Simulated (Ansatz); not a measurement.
# MoWSe4: the cost of one run

Method: DFT PBEsol+U (U = 7 eV, J = 0.9 eV on Mo d, W d), plane waves, PAW, no spin–orbit coupling unless a run says so, in Ansatz 0.2.0.

5 further runs of the same task are left out: 5 that didn't finish.

**1. The structure to begin with**

Symmetry: Cm, No. 8, monoclinic system. Conventional cell: a = 5.749 Å, b = 3.320 Å, c = 22.767 Å, α = 90.00°, β = 90.01°, γ = 90.00°. Mo (site symmetry m) is surrounded by 6 Se at 2.53 Å. Se (site symmetry m) is surrounded by 3 Mo at 2.53 Å. Around Se (site symmetry m) lie 3 W at 2.54 Å. Around W (site symmetry m) lie 6 Se at 2.54 Å.

Cell or atoms stand a little off a more symmetric structure (P3m1 at a tolerance of 0.3 Å), so results at this geometry aren't those of that ideal crystal.

As a file:

```cif
data_structure
_symmetry_space_group_name_H-M 'P 1'
_symmetry_Int_Tables_number 1
_cell_length_a 3.3192
_cell_length_b 3.3192
_cell_length_c 22.7668
_cell_angle_alpha 90.011
_cell_angle_beta 90.011
_cell_angle_gamma 60.009
_cell_volume 217.24
loop_
_atom_site_label
_atom_site_type_symbol
_atom_site_fract_x
_atom_site_fract_y
_atom_site_fract_z
_atom_site_occupancy
Mo1 Mo 0.33267 0.33267 0.45126 1
Se1 Se 0.66605 0.66605 0.52385 1
Se2 Se 0.33402 0.33402 0.07762 1
Se3 Se 0.33409 0.33409 0.22366 1
Se4 Se 0.66594 0.66594 0.37858 1
W1 W 0.66747 0.66747 0.15062 1
```

An earlier series on this cell reached its lowest free state from «ferromagnetic start, free, natural orbitals of the symmetric run filled by rank», perhaps among other starts.

**2. Ferrimagnetic site moments held at first, then free**

Input file input.yaml:

```yaml
crystal:
  lattice:
    - [2.87440879, -1.65984721, 0.0]
    - [2.87440879, 1.65984721, 0.0]
    - [-0.0051069, 0.0, 22.76678733]
  atoms:
    - { symbol: Mo, position: [0.33267441, 0.33267441, 0.45126469], spin: 1.82 }
    - { symbol: Se, position: [0.66604922, 0.66604922, 0.52385215] }
    - { symbol: Se, position: [0.3340235, 0.3340235, 0.07762295] }
    - { symbol: Se, position: [0.33409304, 0.33409304, 0.22365931] }
    - { symbol: Se, position: [0.66593527, 0.66593527, 0.3785826] }
    - { symbol: W, position: [0.66746582, 0.66746582, 0.1506223], spin: -0.4 }
basis:
  ecutwfc: 420
  ecutrho_ratio: 4
kpoints:
  mp_grid: { grid: [7, 7, 1] }
hamiltonian:
  xc: pbesol
  hubbard:
    sites:
      - { site: 0, l: d, u: 7.0, j: 0.9 }
      - { site: 5, l: d, u: 7.0, j: 0.9 }
scf:
  occupations: { method: gaussian, width: 0.05 }
  lower_state_search: "off"
  max_iter: 150
output:
  forces: true
  stress: true
  eigenvalues: true
  populations: true
  hubbard: { sites: [{ site: 0, l: d }, { site: 5, l: d }] }
magnetization:
  spin_polarized: true
  spin_locking: { lock_spins: true, n_iters: 12 }
```

The lock is temporary (n_iters 12) and is released on the way.

Command:

```console
$ ansatz run input.yaml --threads 4 --pin off --max-ram 6144MiB --backend cpu --events-out ev --progress --plain --runs-dir out
```

What time and memory should one allow on 4 threads of Arm Neoverse V1, shared host?

About 32 s, with a peak of 0.84 GiB.
